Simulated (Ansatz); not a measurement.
# AlFH4O2S: the cost of one run

Program: Ansatz 0.2.0. Level of theory: RKS CAM-B3LYP-D4/6-31G*. These are calculated values, not measurements.

## 1. The system as given

Bond lengths: Al1–F2 2.040 Å, Al1–O3 1.780 Å, O3–H4 1.010 Å, Al1–O5 1.780 Å, O5–H6 1.010 Å, Al1–S7 2.560 Å, S7–H8 1.400 Å. Angles: F2–Al1–O3 120.0°, F2–Al1–O5 120.0°, F2–Al1–S7 71.6°, O3–Al1–O5 120.0°, O3–Al1–S7 96.8°, O5–Al1–S7 101.3°, Al1–O3–H4 109.5°, Al1–O5–H6 109.5°, Al1–S7–H8 109.5°.

Coordinates:

```xyz
9

Al    0.0000    0.0000    0.0000
F     0.0000    0.0000    2.0400
O     1.5415    0.0000   -0.8900
H     1.8414   -0.9519   -1.0449
O    -1.5415    0.0000   -0.8900
H    -2.0512   -0.8467   -0.6815
S     0.1147    2.4267    0.8072
H     0.6673    2.4659    2.0930
H     0.0567    1.1995    1.9334
```

## 2. A restrained relaxation towards end A

Springs on the bonds that form and break draw the guess towards this end; the thresholds are loose.

File input.yaml:

```yaml
crystal:
  periodic: [false, false, false]
  atoms:
    - { symbol: Al, position_ang: [0.0, 0.0, 0.0] }
    - { symbol: F, position_ang: [0.0, 0.0, 2.04] }
    - { symbol: O, position_ang: [1.5415, 0.0, -0.89] }
    - { symbol: H, position_ang: [1.8414, -0.9519, -1.0449] }
    - { symbol: O, position_ang: [-1.5415, 0.0, -0.89] }
    - { symbol: H, position_ang: [-2.0512, -0.8467, -0.6815] }
    - { symbol: S, position_ang: [0.1147, 2.4267, 0.8072] }
    - { symbol: H, position_ang: [0.6673, 2.4659, 2.093] }
    - { symbol: H, position_ang: [0.0567, 1.1995, 1.9334] }
basis:
  gaussian: { orbitals: "6-31G*" }
hamiltonian:
  xc: cam_b3lyp
  dispersion: d4
relax:
  f_tol: 0.15
  max_steps: 25
  restrain:
    - { distance: [0, 6], at: 3.46, k: 30.0 }
    - { distance: [8, 1], at: 2.12, k: 30.0 }
    - { distance: [0, 1], at: 1.69, k: 30.0 }
    - { distance: [8, 6], at: 1.4, k: 30.0 }
```

On the command line:

```console
> ansatz run input.yaml --threads 4 --pin off --max-ram 5120MiB --backend cpu --events-out ev --progress --plain --runs-dir out
```

**Question.** How long does this run take on 4 threads of Arm Neoverse V1, shared host, and how much memory does it need?

About 28 s, with a peak of 0.23 GiB.
